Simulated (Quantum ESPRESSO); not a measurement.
Crystal: MgS.

```
CELL_PARAMETERS angstrom
0.00000 2.60165 2.60165
2.60165 0.00000 2.60165
2.60165 2.60165 0.00000
ATOMIC_POSITIONS crystal
Mg 0.99750 0.99680 0.00310
S 0.50250 0.50320 0.49690
```

Base run:

```yaml
Program: Quantum ESPRESSO 7.5
Functional: PW91
Potentials_or_basis: PseudoDojo 0.4.1 SR LDA standard
Cutoff: 1143 eV
Density_cutoff: 4572 eV
k_mesh: 9 × 9 × 9
Occupations: gaussian, width 0.2 eV
Spin: no spin polarisation
```

Its results: band gap on the k mesh 3.02 eV, indirect (least direct gap 3.77 eV); pressure 0.8 GPa; largest force 0.114 eV/Å.

Problem. The run is repeated on the same cell with these changes: functional from PW91 to SOGGA; potentials or basis from PseudoDojo 0.4.1 SR LDA standard to GBRV 1.5 LDA; cutoff from 1143 eV to 612 eV; density cutoff from 4572 eV to 4898 eV. What comes out?

Solution. Band gap on the k mesh 2.86 eV, indirect (least direct gap 3.57 eV); pressure -2.0 GPa; largest force 0.084 eV/Å.

Caveats: the potentials were made for another functional, which shifts forces and pressure; an odd mesh through Γ misses points on the zone boundary, where band edges often lie; SOGGA exchange is joined with the correlation of PBE here (some runs).

Not every run made on this cell is shown here.
